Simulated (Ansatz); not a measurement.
**ClGaH₆Si: search for a transition state**

Aim: find the saddle point of a four-centre ligand exchange that is to form Ga1–Cl6, Si2–H5 and break Ga1–Si2, H5–Cl6, prove it by its vibrations, and relax downhill on both sides to see what it joins.

Program: Ansatz 0.2.0, Gaussian basis. Level of theory: PBE0-D4, def2-SVP first, then def2-TZVP. These are calculated values, not measurements.

152 further runs of the same task are left out: 152 set aside as unsound or not needed.

### Step 1. Starting geometry

The guess: 9 atoms, charge 0, spin multiplicity 1.

Atoms are counted from 1 here; the program's logs count them from 0.

Bond lengths: Ga1–Si2 2.458 Å, Ga1–H3 1.561 Å, Ga1–H4 1.561 Å, Ga1–H5 1.764 Å, Ga1–Cl6 2.314 Å, Si2–H7 1.474 Å, Si2–H8 1.473 Å, Si2–H9 1.474 Å, H5–Cl6 1.537 Å. Angles: Si2–Ga1–H3 116.1°, Si2–Ga1–H4 115.9°, Si2–Ga1–H5 63.4°, Si2–Ga1–Cl6 105.0°, H3–Ga1–H4 111.6°, H3–Ga1–H5 120.8°, H3–Ga1–Cl6 103.1°, H4–Ga1–H5 120.7°, H4–Ga1–Cl6 103.1°, H5–Ga1–Cl6 41.6°, Ga1–Si2–H7 119.0°, Ga1–Si2–H8 116.5°, Ga1–Si2–H9 102.4°, H7–Si2–H8 106.4°, H7–Si2–H9 105.4°, H8–Si2–H9 105.7°, Ga1–H5–Cl6 88.7°, Ga1–Cl6–H5 49.7°.

Geometry (Å):

```
Ga   -0.6773   -0.2657   -0.9284
Si    0.6948   -0.2553    1.1109
H    -0.0809   -1.0288   -2.1527
H    -2.1910   -0.5917   -0.7303
H    -0.0182    1.2923   -0.4270
Cl   -0.7054    1.9351   -1.6427
H     2.0896    0.2137    1.0323
H     0.1053    0.3899    2.2971
H     0.7831   -1.6895    1.4407
```

Distances that are to change: Ga1–Cl6 2.31 Å, Si2–H5 2.30 Å, Ga1–Si2 2.46 Å, H5–Cl6 1.54 Å.

### Step 2. Constrained relaxation of the guess

File hold/in.yaml:

```yaml
crystal:
  periodic: [false, false, false]
  atoms:
    - {symbol: Ga, position_ang: [-0.677300, -0.265700, -0.928400]}
    - {symbol: Si, position_ang: [0.694800, -0.255300, 1.110900]}
    - {symbol: H, position_ang: [-0.080900, -1.028800, -2.152700]}
    - {symbol: H, position_ang: [-2.191000, -0.591700, -0.730300]}
    - {symbol: H, position_ang: [-0.018200, 1.292300, -0.427000]}
    - {symbol: Cl, position_ang: [-0.705400, 1.935100, -1.642700]}
    - {symbol: H, position_ang: [2.089600, 0.213700, 1.032300]}
    - {symbol: H, position_ang: [0.105300, 0.389900, 2.297100]}
    - {symbol: H, position_ang: [0.783100, -1.689500, 1.440700]}
basis:
  gaussian: {orbitals: def2-SVP}
hamiltonian: {xc: pbe0, dispersion: d4}
relax: {f_tol: 0.04, max_steps: 150, escape_saddle: false, constraints: [{distance: [0, 5]}, {distance: [1, 4]}, {distance: [0, 1]}, {distance: [4, 5]}]}
```

On the command line:

```console
$ ansatz run in.yaml --threads 4 --pin off --events-out ev --progress --plain --max-ram 9574MiB
```

After this run come: A starting Hessian; Saddle search in the small basis; Saddle search in triple zeta; Checking the order of the point; Relaxing after a step of 0.30 Å one way along the mode; Relaxing after a step of 0.30 Å the other way along the mode.

**Question.** What will these runs give? Wanted: imaginary mode; barrier from the start side; barrier from the end side; energy of the step; pairs that change; zero-point energy at the saddle.

**Answer**, as computed:

| quantity | value |
| --- | --- |
| imaginary mode | 738i cm⁻¹ |
| barrier from the start side | 0.433 eV |
| barrier from the end side | 1.512 eV |
| energy of the step | -1.079 eV |
| pairs that change | Ga1–Cl6 formed, Si2–H5 formed, Ga1–Si2 broken, H5–Cl6 broken |
| zero-point energy at the saddle | 1.202 eV |

**Reading.** The point has a single imaginary mode (738i cm⁻¹), as a transition state must. Going downhill both ways gives the intended start and end. At PBE0-D4/def2-TZVP the electronic barrier is 0.433 eV, about 17 kT at 298 K, and the step runs 1.079 eV downhill. A step off the saddle overshot and began above it in energy, so the link to its end is likely but not proven. Lower complexes than these ends may exist.
